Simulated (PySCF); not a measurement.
# CH9Ge2P: NMR shifts at several levels of theory, part 1 of 2

Aim: compute the NMR shifts of CH9Ge2P (`[PH2][GeH2][CH2][GeH3]`) at several levels, and see how far they spread and what each costs.

The runs use PySCF 2.14.0, with density-fitted response routines of our own; the level of theory stands in each step. All values are computed, except where a source is named. Atoms count from 0, in the outputs and in this text.

**1. The starting structure**

13 atoms, charge 0, multiplicity 1; geometry from: PBE0-D3(BJ)/def2-SVP.

Bonds of the start (Å): P0–Ge1 2.33, Ge1–C2 1.96, C2–Ge3 1.96, P0–H4 1.43, P0–H5 1.43, Ge1–H6 1.54, Ge1–H7 1.54, C2–H8 1.10, C2–H9 1.10, Ge3–H10 1.54, Ge3–H11 1.54, Ge3–H12 1.54.

**2. NMR shieldings: HF/pcSseg-1**

The job: settings as JSON, then the geometry in Å.

```
{"job": {"kind": "nmr", "xc": "HF", "basis": "pcSseg-1", "pop": false}, "charge": 0, "multiplicity": 1}
P      2.583402     0.462194     0.727304
Ge     1.050510    -0.301010    -0.849704
C     -0.679772    -0.546323     0.030762
Ge    -1.447431     1.096702     0.767809
H      2.108336     1.809844     0.699217
H      3.601579     0.712185    -0.244664
H      1.583876    -1.652646    -1.371522
H      0.897292     0.668165    -2.041625
H     -0.554923    -1.269722     0.851867
H     -1.387757    -0.980968    -0.693209
H     -0.563186     1.607539     1.922916
H     -2.869087     0.836295     1.302440
H     -1.512774     2.185905    -0.321289
```

Level: GIAO HF/pcSseg-1 NMR shielding, non-relativistic, gas phase.

The run is started by

```sh
$ OMP_NUM_THREADS=1 python probes_run.py task.json out
```

The driver reads the jobs from task.json and runs them one after another.

Output:

```text
final grid: 97560 points
cycle   1  E = -4533.9861416098  dE = -1.533e+00  |g| = 6.637e-01  |ddm| = 3.207e+00
cycle   2  E = -4534.0394292325  dE = -5.329e-02  |g| = 3.750e-01  |ddm| = 5.756e-01
cycle   3  E = -4534.0507739947  dE = -1.134e-02  |g| = 5.453e-02  |ddm| = 2.138e-01
cycle   4  E = -4534.0519088726  dE = -1.135e-03  |g| = 9.351e-03  |ddm| = 8.768e-02
cycle   5  E = -4534.0519659598  dE = -5.709e-05  |g| = 2.687e-03  |ddm| = 2.363e-02
cycle   6  E = -4534.0519696576  dE = -3.698e-06  |g| = 9.894e-04  |ddm| = 5.580e-03
cycle   7  E = -4534.0519702685  dE = -6.109e-07  |g| = 3.046e-04  |ddm| = 2.770e-03
cycle   8  E = -4534.0519703245  dE = -5.598e-08  |g| = 7.150e-05  |ddm| = 9.094e-04
cycle   9  E = -4534.0519703276  dE = -3.070e-09  |g| = 2.242e-05  |ddm| = 2.126e-04
cycle  10  E = -4534.0519703278  dE = -2.256e-10  |g| = 6.977e-06  |ddm| = 4.653e-05
converged SCF energy = -4534.0519703278

GIAO shielding tensors (ppm)
atom      isotropic    diamagn.    paramagn.     s11        s22        s33       span
  0 P      628.064     963.727    -335.663    578.255    588.358    717.579    139.323
  1 Ge    1619.175    2756.248   -1137.073   1564.261   1587.248   1706.017    141.755
  2 C      207.447     253.811     -46.364    196.014    208.967    217.362     21.348
  3 Ge    1681.232    2754.638   -1073.406   1616.093   1650.768   1776.836    160.743
  4 H       30.154      29.095       1.059     23.786     29.135     37.542     13.756
  5 H       30.167      28.849       1.318     24.434     26.418     39.648     15.214
  6 H       27.634      29.800      -2.166     20.887     22.368     39.648     18.761
  7 H       27.529      30.394      -2.865     21.326     22.590     38.669     17.343
  8 H       32.141      32.124       0.017     26.069     29.073     41.280     15.211
  9 H       31.967      31.973      -0.007     24.796     28.948     42.156     17.360
 10 H       28.190      29.419      -1.229     20.863     25.533     38.174     17.311
 11 H       27.868      28.505      -0.637     21.133     22.319     40.153     19.020
 12 H       28.145      29.364      -1.219     21.407     24.203     38.825     17.417
```

It took 12 s on 1 thread of Arm Neoverse V1, shared host; peak memory 0.9 GiB.

Shifts follow as δ = σ(reference) − σ, with reference shieldings (ppm) from runs at the same level and on the same kind of geometry: 1H TMS 31.69, 13C TMS 190.8, 31P H3PO4 356.2, 73Ge GeMe4 1498. The references are single molecules in the gas phase, so shifts against H2O, NH3, PH3, H3PO4 or CFCl3 are not on the usual liquid scales and can be off by tens of ppm. Atoms listed in one row are averaged.

```csv
atoms,environment,σ (ppm),δ (ppm)
C2,sp3 CH2 bonded to 2 Ge,207.4,-16.6
"H6, H7","hydrogen on a germanium bonded to C, P",27.58,4.10
"H10, H11, H12",hydrogen on a germanium bonded to C,28.07,3.62
"H4, H5",hydrogen on a phosphorus bonded to Ge,30.16,1.53
"H8, H9",hydrogen on an sp3 CH2 bonded to 2 Ge,32.05,-0.37
P0,"phosphorus bonded to Ge, 2 H",628.1,-271.8
Ge1,"germanium bonded to C, P, 2 H",1619,-121
Ge3,"germanium bonded to C, 3 H",1681,-183
```

**3. NMR shieldings: LDA/pcSseg-1**

The job, as its differences from that of step 2:

```diff
@@ -1,2 +1,2 @@
-{"job": {"kind": "nmr", "xc": "HF", "basis": "pcSseg-1", "pop": false}, "charge": 0, "multiplicity": 1}
+{"job": {"kind": "nmr", "xc": "LDA", "basis": "pcSseg-1", "pop": false}, "charge": 0, "multiplicity": 1}
 P      2.583402     0.462194     0.727304
```

With the program's defaults for keys left out, this is: GIAO LDA/pcSseg-1 NMR shielding, non-relativistic, gas phase.

Output:

```text
coarse grid: 48672 points
cycle   1  E = -4530.2861783966  dE = -1.306e+00  |g| = 1.671e+00  |ddm| = 3.387e+00
cycle   2  E = -4530.0000390318  dE =  2.861e-01  |g| = 2.057e+00  |ddm| = 1.897e+00
cycle   3  E = -4530.4379483748  dE = -4.379e-01  |g| = 3.706e-01  |ddm| = 1.563e+00
cycle   4  E = -4530.4695039951  dE = -3.156e-02  |g| = 1.399e-01  |ddm| = 4.525e-01
cycle   5  E = -4530.4734707671  dE = -3.967e-03  |g| = 3.242e-02  |ddm| = 1.526e-01
cycle   6  E = -4530.4737673128  dE = -2.965e-04  |g| = 9.124e-03  |ddm| = 6.147e-02
cycle   7  E = -4530.4737962656  dE = -2.895e-05  |g| = 3.092e-03  |ddm| = 1.859e-02
cycle   8  E = -4530.4737980365  dE = -1.771e-06  |g| = 5.953e-04  |ddm| = 3.176e-03
final grid: 97560 points
cycle   9  E = -4530.4737192229  dE = -5.184e-08  |g| = 7.144e-04  |ddm| = 2.854e-03
cycle  10  E = -4530.4737191120  dE =  1.109e-07  |g| = 9.569e-04  |ddm| = 2.268e-03
cycle  11  E = -4530.4737193245  dE = -2.125e-07  |g| = 1.963e-04  |ddm| = 1.428e-03
cycle  12  E = -4530.4737193339  dE = -9.437e-09  |g| = 2.231e-05  |ddm| = 2.083e-04
cycle  13  E = -4530.4737193341  dE = -1.346e-10  |g| = 1.008e-05  |ddm| = 3.388e-05
converged SCF energy = -4530.4737193341

GIAO shielding tensors (ppm)
atom      isotropic    diamagn.    paramagn.     s11        s22        s33       span
  0 P      580.645     966.636    -385.991    532.249    565.731    643.955    111.706
  1 Ge    1378.241    2757.382   -1379.141   1284.415   1362.325   1487.982    203.567
  2 C      187.155     254.160     -67.005    178.716    188.141    194.609     15.893
  3 Ge    1479.209    2756.117   -1276.907   1390.813   1439.607   1607.208    216.395
  4 H       28.857      28.321       0.536     22.628     28.072     35.870     13.242
  5 H       28.998      27.438       1.561     23.402     25.502     38.091     14.689
  6 H       25.942      28.355      -2.413     19.178     20.883     37.766     18.588
  7 H       25.760      29.165      -3.405     19.590     20.966     36.724     17.135
  8 H       30.469      30.703      -0.234     24.502     28.415     38.490     13.988
  9 H       30.333      30.355      -0.022     23.191     28.271     39.537     16.346
 10 H       26.684      28.337      -1.653     19.410     24.132     36.511     17.101
 11 H       26.408      27.275      -0.867     19.690     20.979     38.554     18.863
 12 H       26.766      28.216      -1.450     20.151     22.845     37.302     17.150
```

Run time: 24 s. Hardware: 1 thread of Arm Neoverse V1, shared host; peak memory 0.79 GiB.

In short: δ C2 -6.4, P0 -304.8, Ge1 -151, Ge3 -252, H6 4.98, H10 4.21 ppm (means over like atoms).

**4. Shielding tensors: PBE/pcSseg-1**

The job, as its differences from that of step 3:

```diff
@@ -1,2 +1,2 @@
-{"job": {"kind": "nmr", "xc": "LDA", "basis": "pcSseg-1", "pop": false}, "charge": 0, "multiplicity": 1}
+{"job": {"kind": "nmr", "xc": "PBE", "basis": "pcSseg-1", "pop": false}, "charge": 0, "multiplicity": 1}
 P      2.583402     0.462194     0.727304
```

Level: GIAO PBE/pcSseg-1 NMR shielding, non-relativistic, gas phase.

Output:

```text
coarse grid: 48672 points
cycle   1  E = -4537.4001512231  dE = -1.311e+00  |g| = 1.567e+00  |ddm| = 3.411e+00
cycle   2  E = -4537.1498112653  dE =  2.503e-01  |g| = 1.939e+00  |ddm| = 1.851e+00
cycle   3  E = -4537.5485043575  dE = -3.987e-01  |g| = 3.074e-01  |ddm| = 1.464e+00
cycle   4  E = -4537.5694464834  dE = -2.094e-02  |g| = 1.298e-01  |ddm| = 4.032e-01
cycle   5  E = -4537.5731663539  dE = -3.720e-03  |g| = 2.535e-02  |ddm| = 1.421e-01
cycle   6  E = -4537.5733496291  dE = -1.833e-04  |g| = 7.564e-03  |ddm| = 4.964e-02
cycle   7  E = -4537.5733692251  dE = -1.960e-05  |g| = 2.550e-03  |ddm| = 1.489e-02
cycle   8  E = -4537.5733703576  dE = -1.133e-06  |g| = 4.383e-04  |ddm| = 2.454e-03
final grid: 97560 points
cycle   9  E = -4537.5732990166  dE = -8.441e-08  |g| = 5.092e-04  |ddm| = 2.718e-03
cycle  10  E = -4537.5732989636  dE =  5.309e-08  |g| = 6.726e-04  |ddm| = 1.566e-03
cycle  11  E = -4537.5732990689  dE = -1.054e-07  |g| = 1.382e-04  |ddm| = 9.774e-04
cycle  12  E = -4537.5732990737  dE = -4.820e-09  |g| = 1.685e-05  |ddm| = 1.488e-04
cycle  13  E = -4537.5732990738  dE = -7.276e-11  |g| = 6.884e-06  |ddm| = 2.616e-05
converged SCF energy = -4537.5732990738

GIAO shielding tensors (ppm)
atom      isotropic    diamagn.    paramagn.     s11        s22        s33       span
  0 P      579.601     966.487    -386.886    531.231    561.474    646.099    114.868
  1 Ge    1403.067    2757.473   -1354.406   1317.112   1384.993   1507.095    189.983
  2 C      186.689     254.055     -67.366    178.914    187.780    193.373     14.459
  3 Ge    1493.820    2756.017   -1262.197   1413.953   1455.495   1612.012    198.059
  4 H       29.387      28.911       0.476     23.310     28.634     36.216     12.906
  5 H       29.500      27.962       1.538     24.079     26.073     38.348     14.269
  6 H       26.611      29.079      -2.469     19.988     21.585     38.259     18.271
  7 H       26.414      29.868      -3.454     20.347     21.658     37.235     16.888
  8 H       30.955      31.259      -0.304     25.243     28.885     38.738     13.495
  9 H       30.813      30.912      -0.099     23.971     28.734     39.734     15.763
 10 H       27.308      29.010      -1.702     20.148     24.787     36.989     16.842
 11 H       27.028      27.935      -0.907     20.448     21.662     38.975     18.527
 12 H       27.355      28.897      -1.541     20.838     23.508     37.720     16.882
```

Wall time 28 s (1 thread of Arm Neoverse V1, shared host); peak memory 0.85 GiB.

Key values: δ C2 -6.7, P0 -284.0, Ge1 -142, Ge3 -233, H6 4.68, H10 3.97 ppm (means over like atoms).

**5. NMR shieldings: BLYP/pcSseg-1**

The job, as its differences from that of step 4:

```diff
@@ -1,2 +1,2 @@
-{"job": {"kind": "nmr", "xc": "PBE", "basis": "pcSseg-1", "pop": false}, "charge": 0, "multiplicity": 1}
+{"job": {"kind": "nmr", "xc": "BLYP", "basis": "pcSseg-1", "pop": false}, "charge": 0, "multiplicity": 1}
 P      2.583402     0.462194     0.727304
```

With the program's defaults for keys left out, this is: GIAO BLYP/pcSseg-1 NMR shielding, non-relativistic, gas phase.

Output:

```text
coarse grid: 48672 points
cycle   1  E = -4538.3171415243  dE = -1.287e+00  |g| = 1.614e+00  |ddm| = 3.407e+00
cycle   2  E = -4538.0271255484  dE =  2.900e-01  |g| = 2.037e+00  |ddm| = 1.958e+00
cycle   3  E = -4538.4790378580  dE = -4.519e-01  |g| = 3.270e-01  |ddm| = 1.569e+00
cycle   4  E = -4538.5034152068  dE = -2.438e-02  |g| = 1.352e-01  |ddm| = 4.236e-01
cycle   5  E = -4538.5072798517  dE = -3.865e-03  |g| = 2.802e-02  |ddm| = 1.496e-01
cycle   6  E = -4538.5075073657  dE = -2.275e-04  |g| = 8.499e-03  |ddm| = 5.535e-02
cycle   7  E = -4538.5075312018  dE = -2.384e-05  |g| = 2.772e-03  |ddm| = 1.616e-02
cycle   8  E = -4538.5075325542  dE = -1.352e-06  |g| = 4.804e-04  |ddm| = 2.757e-03
final grid: 97560 points
cycle   9  E = -4538.5074489986  dE = -7.973e-08  |g| = 5.576e-04  |ddm| = 2.841e-03
cycle  10  E = -4538.5074489132  dE =  8.544e-08  |g| = 7.691e-04  |ddm| = 1.894e-03
cycle  11  E = -4538.5074490684  dE = -1.553e-07  |g| = 1.735e-04  |ddm| = 1.202e-03
cycle  12  E = -4538.5074490754  dE = -6.997e-09  |g| = 2.018e-05  |ddm| = 1.758e-04
cycle  13  E = -4538.5074490755  dE = -1.128e-10  |g| = 8.999e-06  |ddm| = 3.117e-05
converged SCF energy = -4538.5074490755

GIAO shielding tensors (ppm)
atom      isotropic    diamagn.    paramagn.     s11        s22        s33       span
  0 P      553.920     966.417    -412.497    505.924    538.965    616.871    110.946
  1 Ge    1374.688    2756.783   -1382.095   1287.080   1355.981   1481.004    193.923
  2 C      179.944     252.918     -72.974    172.964    180.370    186.499     13.535
  3 Ge    1470.919    2755.286   -1284.367   1390.656   1431.999   1590.101    199.445
  4 H       29.633      29.462       0.171     23.747     29.013     36.139     12.393
  5 H       29.741      28.196       1.545     24.533     26.480     38.209     13.676
  6 H       26.857      29.321      -2.465     20.329     21.901     38.340     18.011
  7 H       26.635      30.153      -3.518     20.659     21.927     37.320     16.661
  8 H       31.100      31.308      -0.208     25.640     29.221     38.438     12.798
  9 H       30.939      30.879       0.061     24.369     29.041     39.408     15.039
 10 H       27.527      29.332      -1.805     20.461     25.004     37.117     16.656
 11 H       27.242      28.193      -0.951     20.740     21.941     39.044     18.304
 12 H       27.561      29.191      -1.630     21.134     23.742     37.808     16.674
```

It took 28 s on 1 thread of Arm Neoverse V1, shared host; peak memory 0.98 GiB.

Key values: δ C2 -4.6, P0 -268.4, Ge1 -140, Ge3 -236, H6 4.62, H10 3.92 ppm (means over like atoms).

**6. Shielding tensors: BP86/pcSseg-1**

The job, as its differences from that of step 5:

```diff
@@ -1,2 +1,2 @@
-{"job": {"kind": "nmr", "xc": "BLYP", "basis": "pcSseg-1", "pop": false}, "charge": 0, "multiplicity": 1}
+{"job": {"kind": "nmr", "xc": "BP86", "basis": "pcSseg-1", "pop": false}, "charge": 0, "multiplicity": 1}
 P      2.583402     0.462194     0.727304
```

Method: GIAO BP86/pcSseg-1 NMR shielding, non-relativistic, gas phase.

Output:

```text
coarse grid: 48672 points
cycle   1  E = -4538.8429302156  dE = -1.305e+00  |g| = 1.562e+00  |ddm| = 3.399e+00
cycle   2  E = -4538.5940153429  dE =  2.489e-01  |g| = 1.939e+00  |ddm| = 1.820e+00
cycle   3  E = -4538.9906701829  dE = -3.967e-01  |g| = 3.032e-01  |ddm| = 1.449e+00
cycle   4  E = -4539.0110680597  dE = -2.040e-02  |g| = 1.284e-01  |ddm| = 3.973e-01
cycle   5  E = -4539.0147298973  dE = -3.662e-03  |g| = 2.505e-02  |ddm| = 1.379e-01
cycle   6  E = -4539.0149089885  dE = -1.791e-04  |g| = 7.436e-03  |ddm| = 4.862e-02
cycle   7  E = -4539.0149280997  dE = -1.911e-05  |g| = 2.522e-03  |ddm| = 1.454e-02
cycle   8  E = -4539.0149292114  dE = -1.112e-06  |g| = 4.340e-04  |ddm| = 2.399e-03
final grid: 97560 points
cycle   9  E = -4539.0148511701  dE = -9.185e-08  |g| = 4.998e-04  |ddm| = 2.776e-03
cycle  10  E = -4539.0148511267  dE =  4.342e-08  |g| = 6.445e-04  |ddm| = 1.498e-03
cycle  11  E = -4539.0148512197  dE = -9.296e-08  |g| = 1.258e-04  |ddm| = 9.208e-04
cycle  12  E = -4539.0148512237  dE = -4.025e-09  |g| = 1.741e-05  |ddm| = 1.385e-04
cycle  13  E = -4539.0148512238  dE = -8.822e-11  |g| = 6.650e-06  |ddm| = 2.582e-05
converged SCF energy = -4539.0148512238

GIAO shielding tensors (ppm)
atom      isotropic    diamagn.    paramagn.     s11        s22        s33       span
  0 P      574.942     966.583    -391.641    526.664    557.741    640.421    113.757
  1 Ge    1395.481    2757.624   -1362.143   1307.988   1377.750   1500.704    192.717
  2 C      185.729     254.765     -69.035    178.240    186.587    192.361     14.121
  3 Ge    1487.280    2756.158   -1268.878   1407.413   1448.419   1606.007    198.594
  4 H       29.434      29.056       0.377     23.394     28.701     36.206     12.812
  5 H       29.542      28.033       1.509     24.150     26.141     38.335     14.185
  6 H       26.635      29.090      -2.455     20.024     21.612     38.269     18.245
  7 H       26.431      29.903      -3.471     20.372     21.678     37.245     16.874
  8 H       30.983      31.392      -0.408     25.302     28.952     38.696     13.393
  9 H       30.841      31.005      -0.164     24.034     28.802     39.686     15.652
 10 H       27.326      29.054      -1.728     20.176     24.804     36.999     16.822
 11 H       27.046      27.946      -0.900     20.472     21.682     38.984     18.512
 12 H       27.372      28.930      -1.559     20.857     23.529     37.729     16.872
```

It took 28 s on 1 thread of Arm Neoverse V1, shared host; peak memory 0.86 GiB.

This run: δ C2 -6.0, P0 -280.4, Ge1 -143, Ge3 -234, H6 4.73, H10 4.02 ppm (means over like atoms).

**7. NMR shieldings: OPBE/pcSseg-1**

The job, as its differences from that of step 6:

```diff
@@ -1,2 +1,2 @@
-{"job": {"kind": "nmr", "xc": "BP86", "basis": "pcSseg-1", "pop": false}, "charge": 0, "multiplicity": 1}
+{"job": {"kind": "nmr", "xc": "OPBE", "basis": "pcSseg-1", "pop": false}, "charge": 0, "multiplicity": 1}
 P      2.583402     0.462194     0.727304
```

With the program's defaults for keys left out, this is: GIAO OPBE/pcSseg-1 NMR shielding, non-relativistic, gas phase.

Output:

```text
coarse grid: 48672 points
cycle   1  E = -4539.4552931773  dE = -1.385e+00  |g| = 1.189e+00  |ddm| = 3.400e+00
cycle   2  E = -4539.3138973456  dE =  1.414e-01  |g| = 1.400e+00  |ddm| = 1.522e+00
cycle   3  E = -4539.5441891725  dE = -2.303e-01  |g| = 2.431e-01  |ddm| = 1.146e+00
cycle   4  E = -4539.5567986801  dE = -1.261e-02  |g| = 1.036e-01  |ddm| = 3.231e-01
cycle   5  E = -4539.5593495114  dE = -2.551e-03  |g| = 1.517e-02  |ddm| = 1.135e-01
cycle   6  E = -4539.5594112328  dE = -6.172e-05  |g| = 5.119e-03  |ddm| = 3.011e-02
cycle   7  E = -4539.5594204137  dE = -9.181e-06  |g| = 1.584e-03  |ddm| = 9.725e-03
final grid: 97560 points
cycle   8  E = -4539.5593887075  dE =  3.801e-07  |g| = 2.519e-03  |ddm| = 4.653e-03
cycle   9  E = -4539.5593870977  dE =  1.610e-06  |g| = 4.039e-03  |ddm| = 5.735e-03
cycle  10  E = -4539.5593896542  dE = -2.556e-06  |g| = 3.016e-04  |ddm| = 3.647e-03
cycle  11  E = -4539.5593896789  dE = -2.475e-08  |g| = 4.781e-05  |ddm| = 3.630e-04
cycle  12  E = -4539.5593896796  dE = -6.457e-10  |g| = 8.817e-06  |ddm| = 6.317e-05
converged SCF energy = -4539.5593896796

GIAO shielding tensors (ppm)
atom      isotropic    diamagn.    paramagn.     s11        s22        s33       span
  0 P      599.848     966.984    -367.137    549.991    581.543    668.010    118.020
  1 Ge    1423.748    2759.468   -1335.720   1344.575   1405.283   1521.388    176.813
  2 C      192.461     255.734     -63.272    185.421    193.493    198.470     13.049
  3 Ge    1503.517    2757.924   -1254.407   1431.331   1466.857   1612.363    181.032
  4 H       29.400      28.717       0.684     23.277     28.542     36.382     13.105
  5 H       29.518      28.029       1.490     24.032     26.019     38.503     14.471
  6 H       26.751      29.151      -2.400     20.167     21.708     38.377     18.209
  7 H       26.564      29.896      -3.332     20.499     21.820     37.374     16.875
  8 H       31.030      31.636      -0.605     25.267     28.760     39.064     13.796
  9 H       30.926      31.371      -0.444     24.071     28.654     40.053     15.982
 10 H       27.430      29.011      -1.581     20.289     24.940     37.061     16.772
 11 H       27.172      27.964      -0.792     20.650     21.809     39.057     18.407
 12 H       27.465      28.943      -1.478     20.950     23.663     37.781     16.831
```

Wall time 26 s (1 thread of Arm Neoverse V1, shared host); peak memory 0.86 GiB.

Key values: δ C2 -7.3, P0 -275.9, Ge1 -132, Ge3 -212, H6 4.57, H10 3.87 ppm (means over like atoms).

**8. Shielding tensors: KT2/pcSseg-1**

The job, as its differences from that of step 7:

```diff
@@ -1,2 +1,2 @@
-{"job": {"kind": "nmr", "xc": "OPBE", "basis": "pcSseg-1", "pop": false}, "charge": 0, "multiplicity": 1}
+{"job": {"kind": "nmr", "xc": "KT2", "basis": "pcSseg-1", "pop": false}, "charge": 0, "multiplicity": 1}
 P      2.583402     0.462194     0.727304
```

With the program's defaults for keys left out, this is: GIAO KT2/pcSseg-1 NMR shielding, non-relativistic, gas phase.

Output:

```text
coarse grid: 48672 points
cycle   1  E = -4558.9899336807  dE = -1.331e+00  |g| = 8.682e-01  |ddm| = 3.295e+00
cycle   2  E = -4558.8624555653  dE =  1.275e-01  |g| = 1.088e+00  |ddm| = 1.362e+00
cycle   3  E = -4559.0522084123  dE = -1.898e-01  |g| = 2.167e-01  |ddm| = 1.074e+00
cycle   4  E = -4559.0641869301  dE = -1.198e-02  |g| = 8.694e-02  |ddm| = 2.996e-01
cycle   5  E = -4559.0657882336  dE = -1.601e-03  |g| = 1.363e-02  |ddm| = 9.641e-02
cycle   6  E = -4559.0658424008  dE = -5.417e-05  |g| = 4.637e-03  |ddm| = 2.757e-02
cycle   7  E = -4559.0658492053  dE = -6.805e-06  |g| = 1.382e-03  |ddm| = 8.184e-03
final grid: 97560 points
cycle   8  E = -4559.0657628220  dE =  2.950e-07  |g| = 2.060e-03  |ddm| = 3.944e-03
cycle   9  E = -4559.0657614663  dE =  1.356e-06  |g| = 3.358e-03  |ddm| = 5.319e-03
cycle  10  E = -4559.0657635290  dE = -2.063e-06  |g| = 3.258e-04  |ddm| = 3.510e-03
cycle  11  E = -4559.0657635573  dE = -2.826e-08  |g| = 5.121e-05  |ddm| = 3.805e-04
cycle  12  E = -4559.0657635581  dE = -8.076e-10  |g| = 9.055e-06  |ddm| = 6.949e-05
converged SCF energy = -4559.0657635581

GIAO shielding tensors (ppm)
atom      isotropic    diamagn.    paramagn.     s11        s22        s33       span
  0 P      603.191     968.219    -365.029    557.658    583.465    668.448    110.790
  1 Ge    1465.756    2762.178   -1296.422   1380.088   1449.174   1568.006    187.918
  2 C      190.909     255.183     -64.275    182.785    192.257    197.685     14.900
  3 Ge    1552.992    2760.570   -1207.578   1474.056   1515.626   1669.293    195.237
  4 H       29.402      28.947       0.455     23.312     28.566     36.328     13.016
  5 H       29.504      27.958       1.546     24.049     26.010     38.452     14.403
  6 H       26.618      29.215      -2.596     20.028     21.644     38.182     18.153
  7 H       26.422      30.005      -3.583     20.398     21.717     37.152     16.754
  8 H       30.963      31.421      -0.457     25.204     28.824     38.863     13.659
  9 H       30.802      31.049      -0.247     23.900     28.647     39.859     15.959
 10 H       27.330      29.093      -1.764     20.218     24.851     36.920     16.701
 11 H       27.035      28.016      -0.981     20.492     21.714     38.900     18.407
 12 H       27.377      28.969      -1.592     20.909     23.563     37.660     16.751
```

Run time: 26 s. Hardware: 1 thread of Arm Neoverse V1, shared host; peak memory 0.86 GiB.

This run: δ C2 -7.7, P0 -277.8, Ge1 -142, Ge3 -230, H6 4.66, H10 3.93 ppm (means over like atoms).

(Continued in part 2 of 2.)
